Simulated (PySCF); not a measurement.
**Ways to converge the SCF of SnCl⁺**

Aim: find out which solver settings change the answer for SnCl⁺.

Method: each script names its method and basis; program: PySCF 2.14.0.

3 further runs of the same task are left out: 3 that didn't finish.

### Step 1. The system as given

SnCl⁺: 2 atoms, charge 1, spin multiplicity 1.

Bond lengths: Sn1–Cl2 2.178 Å.

### Step 2. The run that the others are compared with

input.py

```python
from pyscf import gto, scf
from pyscf.hessian import thermo

mol = gto.M(
    atom='Sn 0 0 0; Cl 0 0 2.178',
    basis='3-21g',
    charge=1,
    spin=0,
    verbose=4,
)
mf = scf.RHF(mol)
mf.kernel()
hess = mf.Hessian().kernel()
print('wavenumber (cm^-1) =', thermo.harmonic_analysis(mol, hess)['freq_wavenumber'].round(1))
mf.dip_moment()
print('orbital energies (hartree):', mf.mo_energy[..., max(0, mol.nelec[1]-3):mol.nelec[0]+3].round(4))
```

Launch:

```
> python input.py
```

The log of this run is left out.

Base result: E(SCF) = -6453.358213 Eh, 8 cycles, wavenumbers 570 cm⁻¹.

No relativity is included for the heavy element. The bond length is a typed value, not an optimised one, so the wavenumber is not that of the minimum. The dipole of an ion depends on the origin.

### Step 3. Damping 0.2

Variant 1 changes damping: none → 0.2.

input.py

```python
from pyscf import gto, scf
from pyscf.hessian import thermo

mol = gto.M(
    atom='Sn 0 0 0; Cl 0 0 2.178',
    basis='3-21g',
    charge=1,
    spin=0,
    verbose=4,
)
mf = scf.RHF(mol)
mf.damp = 0.2
mf.kernel()
hess = mf.Hessian().kernel()
print('wavenumber (cm^-1) =', thermo.harmonic_analysis(mol, hess)['freq_wavenumber'].round(1))
mf.dip_moment()
print('orbital energies (hartree):', mf.mo_energy[..., max(0, mol.nelec[1]-3):mol.nelec[0]+3].round(4))
```

Launch:

```
> python input.py
```

### Step 4. Initial guess 1e

Variant 2 changes initial guess: minao → 1e.

input.py: that of step 2 with these lines changed.

```diff
@@ -11,2 +11,3 @@
 mf = scf.RHF(mol)
+mf.init_guess = '1e'
 mf.kernel()
```

### Step 5. Point-group symmetry on

Variant 3 changes point-group symmetry: off → on.

input.py: that of step 2 with these lines changed.

```diff
@@ -8,2 +8,3 @@
     spin=0,
+    symmetry=True,
     verbose=4,
```

### Step 6. Smearing width 0.005 hartree

Variant 4 changes smearing width: none → 0.005 hartree; step after the SCF: frequency → none.

input.py

```python
from pyscf import gto, scf

mol = gto.M(
    atom='Sn 0 0 0; Cl 0 0 2.178',
    basis='3-21g',
    charge=1,
    spin=0,
    verbose=4,
)
mf = scf.RHF(mol)
mf = scf.addons.smearing_(mf, sigma=0.005, method='fermi')
mf.kernel()
mf.dip_moment()
print('orbital energies (hartree):', mf.mo_energy[..., max(0, mol.nelec[1]-3):mol.nelec[0]+3].round(4))
```

Q: Predict the outcome of this session. Wanted: for each run, E(SCF); from base; gap; after the SCF.

As calculated:

```csv
run,E(SCF) (hartree),from base (eV),cycles,gap (eV),after the SCF
base,-6453.358213,0,8,10.74,highest mode 570 cm⁻¹
damping 0.2,-6453.358213,0.0000,8,10.74,highest mode 570 cm⁻¹
initial guess 1e,-6453.358213,0.0000,12,10.74,highest mode 570 cm⁻¹
point-group symmetry on,-6453.358213,0.0000,8,10.74,highest mode 570 cm⁻¹
smearing width 0.005 hartree,-6453.358213,0.0000,8,n/a,n/a
```

Distance from each run's final energy (log10 hartree) by cycle:

```csv
run,cycle 1,cycle 2,cycle 3,cycle 5,cycle 8,cycle 12
base,-1.6,-2.5,-3.9,-5.7,< -11,done
damping 0.2,-1.6,-2.5,-3.9,-5.7,< -11,done
initial guess 1e,1.4,1.1,0.2,-1.3,-5.1,< -11
point-group symmetry on,-1.6,-2.5,-3.9,-5.7,< -11,done
smearing width 0.005 hartree,-1.6,-2.5,-3.9,-5.7,< -11,done
```

What this shows: No change of the SCF energy comes from damping 0.2 or initial guess 1e or point-group symmetry on or smearing width 0.005 hartree. The base needs 8 cycles and the run with initial guess 1e needs 12. The cycles with damping 0.2 repeat those of the base digit for digit, so the setting never acted.
